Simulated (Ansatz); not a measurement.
# Zr: stress in a strained cell

Zr is deformed so: equal xx and yy strain of +1 %. What stress and forces result, by LAPW, PAW and all-electron datasets made for the crystal?

Computed with Ansatz 0.2.0 (DFT PBEsol, scalar-relativistic, unless a step's input says otherwise).

## Step 1: Starting point

Symmetry: P6_3/mmc, No. 194, hexagonal system. Conventional cell: a = 3.232 Å, b = 3.232 Å, c = 5.147 Å, α = 90.00°, β = 90.00°, γ = 120.00°. Zr (site symmetry -6m2) is surrounded by 12 Zr at 3.18 to 3.23 Å.

As a file:

```
CELL_PARAMETERS angstrom
3.23200 0.00000 0.00000
-1.61600 2.79899 0.00000
0.00000 0.00000 5.14700
ATOMIC_POSITIONS crystal
Zr 0.33333 0.66667 0.25000
Zr 0.66667 0.33333 0.75000
```

Atoms are numbered in the order of the input: Zr1, Zr2.

## Step 2: After the deformation

Space group P6_3/mmc before, P6_3/mmc after.

## Step 3: Full-potential LAPW

The input, input.yaml:

```yaml
crystal:
  lattice:
    - [3.2643182047, 0.0, 0.0]
    - [-1.6321591023, 2.8269824913, 0.0]
    - [0.0, 0.0, 5.147]
  atoms:
    - { symbol: Zr, position: [0.3333333333, 0.6666666667, 0.25] }
    - { symbol: Zr, position: [0.6666666667, 0.3333333333, 0.75] }
kpoints:
  mp_grid: { grid: [13, 13, 7] }
  band_path:
    path:
      - [0.0, 0.0, 0.0]
      - [0.5, 0.0, 0.0]
      - [0.3333333333, 0.3333333333, 0.0]
      - [0.0, 0.0, 0.0]
      - [0.0, 0.0, 0.5]
      - [0.5, 0.0, 0.5]
      - [0.3333333333, 0.3333333333, 0.5]
      - [0.0, 0.0, 0.5]
      - [0.5, 0.0, 0.5]
    npoints: 5
scf:
  occupations: { method: fermi_dirac, width: 0.08 }
hamiltonian:
  xc: pbesol
  pseudopotentials: { kind: all_electron, lapw: { basis_error: 0.001 } }
output:
  forces: true
  stress: true
  eigenvalues: true
```

Launch:

```
$ ansatz run input.yaml --threads 1 --pin off --max-ram 3072MiB --backend cpu --events-out ev --progress --plain --runs-dir out
```

## Step 4: PAW on the default files

The input, input.yaml:

```yaml
crystal:
  lattice:
    - [3.2643182047, 0.0, 0.0]
    - [-1.6321591023, 2.8269824913, 0.0]
    - [0.0, 0.0, 5.147]
  atoms:
    - { symbol: Zr, position: [0.3333333333, 0.6666666667, 0.25] }
    - { symbol: Zr, position: [0.6666666667, 0.3333333333, 0.75] }
kpoints:
  mp_grid: { grid: [13, 13, 7] }
scf:
  occupations: { method: fermi_dirac, width: 0.08 }
hamiltonian:
  xc: pbesol
  pseudopotentials: { kind: paw }
output:
  forces: true
  stress: true
  eigenvalues: true
  efg: { contact_densities: true }
```

## Step 5: All-electron PAW on datasets made for the crystal

input.yaml: that of step 4 with these lines changed.

```diff
@@ -14,3 +14,3 @@
   xc: pbesol
-  pseudopotentials: { kind: paw }
+  pseudopotentials: { kind: all_electron, datasets: crystal }
 output:
```

(Steps that only read results are left out.)

Before running it: what results should come out? Wanted: pressure; largest shear or deviatoric stress.

The runs gave:

| quantity | value |
| --- | --- |
| pressure | LAPW -4.90, PAW -4.92, crystal datasets -4.90 GPa |
| largest shear or deviatoric stress (LAPW) | 0.88 GPa |

In words: The largest part of the stress beyond the pressure is 0.88 GPa in size, in the zz component; the atoms are carried along and not relaxed. No run of the undeformed cell stands beside it, so the pressure holds what the given cell had before the change. PAW: stress within 0.02 GPa of LAPW. Crystal datasets: stress within 0.01 GPa of LAPW.
